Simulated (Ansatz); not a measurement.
**HF/STO-3G run of CH7GaSn (SMILES [CH3][SnH2][GaH2])**

Aim: the energy change on altering one bond length of CH7GaSn at HF/STO-3G, from 2 runs. 

The results are computed with Ansatz 0.2.0.

38 further runs of the same task are left out: 38 set aside as unsound or not needed.

### Step 1. Starting point

The species is CH7GaSn (10 atoms), meant as a singlet with charge 0. As SMILES, `[CH3][SnH2][GaH2]`. The coordinates come from a PBE0-D4/def2-TZVP relaxation.

Bond lengths: C1–Sn2 2.149 Å, Sn2–Ga3 2.622 Å, C1–H4 1.090 Å, C1–H5 1.090 Å, C1–H6 1.090 Å, Sn2–H7 1.717 Å, Sn2–H8 1.717 Å, Ga3–H9 1.576 Å, Ga3–H10 1.574 Å. Some angles: C1–Sn2–Ga3 113.9°, C1–Sn2–H7 107.9°, C1–Sn2–H8 108.0°, Ga3–Sn2–H7 110.2°, Ga3–Sn2–H8 110.6°, Sn2–C1–H4 109.9°, Sn2–C1–H5 110.0°, Sn2–C1–H6 110.0°, Sn2–Ga3–H9 121.1°, Sn2–Ga3–H10 120.9°.

### Step 2. A single-point energy at HF/STO-3G

run.yaml reads:

```yaml
crystal:
  periodic: [false, false, false]
  atoms:
    - {symbol: C, position_ang: [-1.630300, 0.570100, -0.523900]}
    - {symbol: Sn, position_ang: [0.239600, -0.482300, -0.646800]}
    - {symbol: Ga, position_ang: [1.786900, -0.142600, 1.442100]}
    - {symbol: H, position_ang: [-2.223300, 0.378200, -1.418300]}
    - {symbol: H, position_ang: [-2.188000, 0.236900, 0.351500]}
    - {symbol: H, position_ang: [-1.449600, 1.641800, -0.439900]}
    - {symbol: H, position_ang: [-0.106900, -2.150300, -0.863700]}
    - {symbol: H, position_ang: [1.039800, 0.025500, -2.078600]}
    - {symbol: H, position_ang: [1.310700, 0.711500, 2.677700]}
    - {symbol: H, position_ang: [3.221300, -0.788900, 1.499900]}
basis:
  gaussian: {orbitals: STO-3G}
hamiltonian: {xc: hf}
accuracy: high
output: {orbitals: {seedname: orbitals}}
```

The run is started by

```bash
$ ansatz run run.yaml --threads 1 --pin off --max-ram 2610MiB --events-out events.jsonl --progress --plain --runs-dir runs
```

The program printed:

```text
Warning: RAYON_NUM_THREADS=1 ignored (pool sized by the plan → 1); use --threads N
Functional definition: HF
  name "HF"
  exchange = exact_x
  correlation = 0
1014 factors; integrals over basis functions are off by at most 1.1e-8 eV
mean field evaluation 1: about -215123.2702 eV, gradient 1.2e1 eV
mean field evaluation 2: about -215123.3312 eV, gradient 1.2e1 eV
mean field evaluation 4: about -215124.2415 eV, gradient 4.4e-1 eV
mean field evaluation 8: about -215124.2417 eV, gradient 2.0e-2 eV
mean field evaluation 16: about -215124.3170 eV, gradient 7.1e-1 eV
mean field evaluation 32: about -215124.2877 eV, gradient 3.3e-1 eV
mean field evaluation 64: about -215124.2383 eV, gradient 7.2e-1 eV
mean field evaluation 96: about -215123.3454 eV, gradient 1.5e1 eV
mean field evaluation 128: about -215124.2416 eV, gradient 2.9e-2 eV
mean field -215124.31962618 eV, -7905.6729297610 hartree, gradient 1.4e-8 eV, S^2 0.000000; 1 other end points of the search recorded, 0 dependent functions left out
reference -215124.31962618 eV, -7905.6729297610 hartree; 47, 47 occupied and 10, 10 virtual orbitals, 1014 factors
Total energy: -215124.31962618 eV, -7905.6729297610 hartree
```

Wall time 5.1 s (1 thread of Arm Neoverse V2, shared host); peak memory 0.16 GiB.

### Step 3. The distorted shape at the same level

in.yaml reads:

```yaml
crystal:
  periodic: [false, false, false]
  atoms:
    - {symbol: C, position_ang: [-1.578318, 0.820333, -0.491361]}
    - {symbol: Sn, position_ang: [0.291582, -0.232067, -0.614261]}
    - {symbol: Ga, position_ang: [1.838882, 0.107633, 1.474639]}
    - {symbol: H, position_ang: [-2.171318, 0.628433, -1.385761]}
    - {symbol: H, position_ang: [-2.136018, 0.487133, 0.384039]}
    - {symbol: H, position_ang: [-1.397618, 1.892033, -0.407361]}
    - {symbol: H, position_ang: [-0.106900, -2.150300, -0.863700]}
    - {symbol: H, position_ang: [1.091782, 0.275733, -2.046061]}
    - {symbol: H, position_ang: [1.362682, 0.961733, 2.710239]}
    - {symbol: H, position_ang: [3.273282, -0.538667, 1.532439]}
basis:
  gaussian: {orbitals: STO-3G}
hamiltonian: {xc: hf}
accuracy: high
output: {orbitals: {seedname: orbitals}}
total_charge: 0
```

The run is started by

```bash
$ ansatz run in.yaml --threads 1 --pin off --max-ram 2610MiB --events-out events.jsonl --progress --plain --runs-dir runs
```

The program printed:

```text
Warning: RAYON_NUM_THREADS=1 ignored (pool sized by the plan → 1); use --threads N
[... 4 set-up lines as earlier in the session ...]
1015 factors; integrals over basis functions are off by at most 1.2e-8 eV
mean field evaluation 1: about -215122.4312 eV, gradient 1.2e1 eV
mean field evaluation 2: about -215122.4872 eV, gradient 1.2e1 eV
mean field evaluation 4: about -215123.4722 eV, gradient 5.0e-1 eV
mean field evaluation 8: about -215123.4731 eV, gradient 6.7e-2 eV
mean field evaluation 16: about -215123.5028 eV, gradient 2.2e0 eV
mean field evaluation 32: about -215123.5016 eV, gradient 6.7e-1 eV
mean field evaluation 64: about -215123.3846 eV, gradient 1.7e0 eV
mean field evaluation 96: about -215100.4412 eV, gradient 5.8e1 eV
mean field evaluation 128: about -215123.4731 eV, gradient 8.0e-2 eV
mean field -215123.55131052 eV, -7905.6446946813 hartree, gradient 2.1e-8 eV, S^2 0.000000; 1 other end points of the search recorded, 0 dependent functions left out
reference -215123.55131052 eV, -7905.6446946813 hartree; 47, 47 occupied and 10, 10 virtual orbitals, 1015 factors
Total energy: -215123.55131052 eV, -7905.6446946813 hartree
```

Wall time 3.6 s (1 thread of Arm Neoverse V2, shared host); peak memory 0.16 GiB.

### Step 4. Outcome

At HF/STO-3G:

| quantity | value |
| --- | --- |
| first shape: total energy | -7905.67293 Eh |
| first shape: HOMO energy | -6.97 eV |
| first shape: LUMO energy | 4.49 eV |
| first shape: HOMO–LUMO gap | 11.46 eV |
| distorted shape: total energy | -7905.64469 Eh |
| distorted shape: HOMO energy | -6.98 eV |
| distorted shape: LUMO energy | 4.42 eV |
| distorted shape: HOMO–LUMO gap | 11.41 eV |
| energy change with the Sn2–H7 bond stretched from 1.717 to 1.975 Å | 0.768 eV |

What this shows: With the Sn2–H7 bond stretched from 1.717 to 1.975 Å the energy rises by 0.77 eV (17.7 kcal/mol). The first shape isn't relaxed at this level, so the change isn't measured from a minimum. The minimal basis adds a large error of its own. Relativity is left out (first shape) although the molecule holds a heavy atom. Relativity is left out (distorted shape) although the molecule holds a heavy atom.
